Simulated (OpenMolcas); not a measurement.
# CH4AlClO (SMILES C[O][AlH][Cl]) at 6 levels

We compute a comparison of 6 runs (HF/3-21G, B2PLYP/6-31G*, M06-2X/6-31G*, M06-L/6-31G*, revPBE/6-31G*, MP2/6-31G*) of CH4AlClO. 

Program for the calculation: OpenMolcas 26.06.

1 further run of the same task is left out (set aside as unsound or not needed).

## Step 1: The molecule

The species is CH4AlClO (8 atoms), meant as a singlet with charge 0. SMILES: `C[O][AlH][Cl]`. The shape is that of a PBE0-D4/def2-TZVP optimisation. This is one conformer, not always the lowest.

Bond lengths: C1–O2 1.400 Å, O2–Al3 1.672 Å, Al3–Cl4 2.097 Å, C1–H5 1.094 Å, C1–H6 1.096 Å, C1–H7 1.094 Å, Al3–H8 1.563 Å. Angles: C1–O2–Al3 136.5°, O2–Al3–Cl4 118.9°, O2–C1–H5 109.9°, O2–C1–H6 112.3°, O2–C1–H7 109.8°, O2–Al3–H8 119.8°, Cl4–Al3–H8 121.3°, H5–C1–H6 108.3°, H5–C1–H7 108.0°, H6–C1–H7 108.3°.

## Step 2: Energy and forces at HF/3-21G (run 1)

The input, test.inp:

```
* CH4AlClO Hartree-Fock

&GATEWAY
  BASLIB = $CurrDir
  COORD
  8
  angstrom
  C        0.132200       1.250600       0.263000
  O        0.645300       0.052000      -0.246000
  Al       0.103400      -1.519700      -0.426600
  Cl      -1.829000      -2.007800       0.224400
  H        0.118400       2.012400      -0.522500
  H       -0.886500       1.136200       0.650000
  H        0.770200       1.612600       1.075000
  H        1.038000      -2.593300      -1.072900
  BASIS = 3-21G
  GROUP = NoSym

&SEWARD

&SCF
  THRESHOLDS = 1e-10 1e-07 1e-07 1e-05
  PRORBITALS = 0

&ALASKA
```

The basis set 3-21G is read from a file made from the Basis Set Exchange's data (not shown).

Started as:

```console
export MOLCAS_MEM=1860
pymolcas test.inp > test.log
```

The log of the run:

```text
--- Start Module: gateway ---
[...]
--- Stop Module: gateway /rc=_RC_ALL_IS_WELL_ ---
[...]
      Basis functions           52
[...]
--- Start Module: scf ---
[...]
       Convergence after  13 Iterations
[...]
::    Total SCF energy                               -812.4257078505
[...]
      Total spin, S                                     0.0000000000
[...]
      Total electronic charge=   48.000000
      Total            charge=   -0.000000
[...]
      Dipole Moment (debye):
      Origin of the operator (angstrom)=   -0.5130   -0.9916   -0.0459
                   X=  1.2492E+00               Y=  1.3868E+00               Z= -1.4956E-01           Total=  1.8724E+00
      Quadrupole Moment (debye*angstrom):
[...]
 *              Molecular gradients               *
 **************************************************
  Irreducible representation: a
 ------------------------------------------------------------------------------------------
                              X                       Y                       Z
 ------------------------------------------------------------------------------------------
  C1                2.59009359713221E-03   -2.66865496474455E-02   -7.79041164767480E-03
  O2                3.06404540984495E-03    1.65273021757466E-02    2.95029248738832E-03
  AL3              -3.72846315823780E-02   -4.31100399776785E-03    1.38600250643055E-02
  CL4               3.23576181214129E-02    7.80151288375208E-03   -1.09991847685134E-02
  H5                4.96981021242390E-04    4.42012912768197E-03   -6.14672123610260E-03
  H6               -6.06423527397482E-03   -1.84288363870666E-03    2.02243494356624E-03
  H7                5.17413473575390E-03    1.54658784387096E-03    5.32550943413934E-03
  H8               -3.34006029103495E-04    2.54490525287654E-03    7.78055722876703E-04
[...]
```

Wall time 1.7 s (1 thread of Intel Xeon 6975P-C (Granite Rapids), shared host); peak memory 0.38 GiB.

## Step 3: A single-point energy at B2PLYP/6-31G(d) (spherical functions) (run 2)

The input, job.inp:

```
* CH4AlClO Kohn-Sham DFT

&GATEWAY
  BasLib=$CurrDir
  Coord
  8
  angstrom
  C        0.132200       1.250600       0.263000
  O        0.645300       0.052000      -0.246000
  Al       0.103400      -1.519700      -0.426600
  Cl      -1.829000      -2.007800       0.224400
  H        0.118400       2.012400      -0.522500
  H       -0.886500       1.136200       0.650000
  H        0.770200       1.612600       1.075000
  H        1.038000      -2.593300      -1.072900
  Basis=6-31Gs
  Group=NoSym

&SEWARD
  GridInput
  Grid=UltraFine
  End of Grid

&SCF
  KSDFT=B2PLYP_SCF
  Thresholds=1e-10 1e-07 1e-07 1e-05
  PrOrbitals=1 2

&MBPT2
  Frozen=12
```

The basis set 6-31G* is read from a file made from the Basis Set Exchange's data (not shown).

Started as:

```console
export MOLCAS_MEM=1860
pymolcas job.inp > job.log
```

The log of the run:

```text
--- Start Module: gateway ---
[...]
--- Stop Module: gateway /rc=_RC_ALL_IS_WELL_ ---
[...]
      Basis functions           72
[...]
--- Start Module: scf ---
[...]
       Convergence after  13 Iterations
[...]
::    Total KS-DFT energy                            -817.8794563900
[...]
      Total spin, S                                     0.0000000000
[...]
      Total electronic charge=   48.000000
      Total            charge=   -0.000000
[...]
      Dipole Moment (debye):
      Origin of the operator (angstrom)=   -0.5130   -0.9916   -0.0459
                   X=  6.7193E-01               Y=  1.0991E+00               Z=  8.8618E-03           Total=  1.2883E+00
      Quadrupole Moment (debye*angstrom):
[...]
--- Stop Module: scf /rc=_RC_ALL_IS_WELL_ ---
[...]
--- Start Module: mbpt2 ---
[...]
 ###    WARNING: MP2 implementation intended for RHF references only         ###
 ###############################################################################
MBPT2 WARNING: Reference function according to RunFile:KS-DFT
I'll assume you know what you're doing and continue
WARNING!
Default frozen orbitals as non valence orbitals is overwritten by user input.
Default values:   9
[...]
       Reference weight ( Cref**2 )         =        0.80173
::    Total MBPT2 energy                             -818.4692355192
[...]
      Total MBPT2 calculations                           0.11      0.11
--- Stop Module: mbpt2 /rc=_RC_ALL_IS_WELL_ ---
[...]
```

It took 11 s on 1 thread of Intel Xeon 6975P-C (Granite Rapids), shared host; peak memory 0.42 GiB.

Runs 3 to 5 aren't shown in full; the table further down has their settings and results.

## Step 4: The energy at MP2/6-31G(d) (spherical functions) (run 6)

The input, coord.xyz:

```xyz
8

C      0.132200     1.250600     0.263000
O      0.645300     0.052000    -0.246000
Al     0.103400    -1.519700    -0.426600
Cl    -1.829000    -2.007800     0.224400
H      0.118400     2.012400    -0.522500
H     -0.886500     1.136200     0.650000
H      0.770200     1.612600     1.075000
H      1.038000    -2.593300    -1.072900
```

The input, job.input:

```
* CH4AlClO MP2

&GATEWAY
  BasLib = $CurrDir
  Coord = coord.xyz
  Basis = 6-31Gs
  Group = NoSym

&SEWARD

&SCF
  Thresholds = 1e-10 1e-07 1e-07 1e-05
  PrOrbitals = 1 2

&MBPT2
  Frozen = 12
```

The basis set 6-31G* is read from a file made from the Basis Set Exchange's data (not shown).

Started as:

```console
export MOLCAS_MEM=1860
pymolcas job.input > job.log
```

The log of the run:

```text
--- Start Module: gateway ---
[...]
--- Stop Module: gateway /rc=_RC_ALL_IS_WELL_ ---
[...]
      Basis functions           72
[...]
--- Start Module: scf ---
[...]
       Convergence after  12 Iterations
[...]
::    Total SCF energy                               -816.5533921414
[...]
      Total spin, S                                     0.0000000000
[...]
      Total electronic charge=   48.000000
      Total            charge=   -0.000000
[...]
      Dipole Moment (debye):
      Origin of the operator (angstrom)=   -0.5130   -0.9916   -0.0459
                   X=  6.9342E-01               Y=  1.0624E+00               Z= -8.9533E-03           Total=  1.2687E+00
      Quadrupole Moment (debye*angstrom):
[...]
--- Stop Module: scf /rc=_RC_ALL_IS_WELL_ ---
[...]
--- Start Module: mbpt2 ---
[...]
WARNING!
Default frozen orbitals as non valence orbitals is overwritten by user input.
Default values:   9
[...]
       Reference weight ( Cref**2 )         =        0.86205
::    Total MBPT2 energy                             -817.0347148459
[...]
      Total MBPT2 calculations                           0.10      0.12
--- Stop Module: mbpt2 /rc=_RC_ALL_IS_WELL_ ---
[...]
```

Wall time 3 s (1 thread of Intel Xeon 6975P-C (Granite Rapids), shared host); peak memory 0.42 GiB.

## Step 5: Overview of the runs

```
run                                level      task  frozen core orbitals  energy (Eh)  dipole moment (D) of the reference  HOMO energy (eV)  LUMO energy (eV)  wall time
  1                             HF/3-21G  gradient                     –  -812.425708                                1.87            -12.05              1.89      1.7 s
  2  B2PLYP/6-31G* (spherical functions)    energy                    12  -818.038697                                1.29             -9.79              0.35       11 s
  3  M06-2X/6-31G* (spherical functions)  gradient                     –  -818.337065                                1.32             -9.90             -0.12       20 s
  4   M06-L/6-31G* (spherical functions)  gradient                     –  -818.404335                                1.33             -7.08             -0.96       20 s
  5  revPBE/6-31G* (spherical functions)  gradient                     –  -818.244949                                1.38             -6.77             -1.33       17 s
  6     MP2/6-31G* (spherical functions)    energy                    12  -817.034715                                1.27            -12.25              1.97        3 s
```

## Step 6: Summary of results

| quantity | value |
| --- | --- |
| run 6: total energy | -817.03471 Eh |
| run 6: dipole moment (mean-field density) | 1.27 D |
| run 6: HOMO energy (Hartree–Fock orbitals) | -12.25 eV |
| run 6: LUMO energy (Hartree–Fock orbitals) | 1.97 eV |
| run 6: HOMO–LUMO gap (Hartree–Fock orbitals) | 14.22 eV |
| run 6: correlation energy (12 core orbitals frozen) | -481.3 mEh |

Over runs 1, 2, 3, 4, 5 the dipole moment (its size) runs from 1.29 D (B2PLYP/6-31G*) to 1.87 D (HF/3-21G). The two ends differ in method and basis. A double hybrid's value is that of its SCF part. Over runs 1, 2, 3, 4, 5 the HOMO–LUMO gap runs from 5.45 eV (revPBE/6-31G*) to 13.93 eV (HF/3-21G). For B2PLYP the log adds the whole second-order term; the table takes 0.27 of it, as the functional is defined. Totals of different functionals can't be ranked against each other. All runs together took 72 s, the longest 20 s.
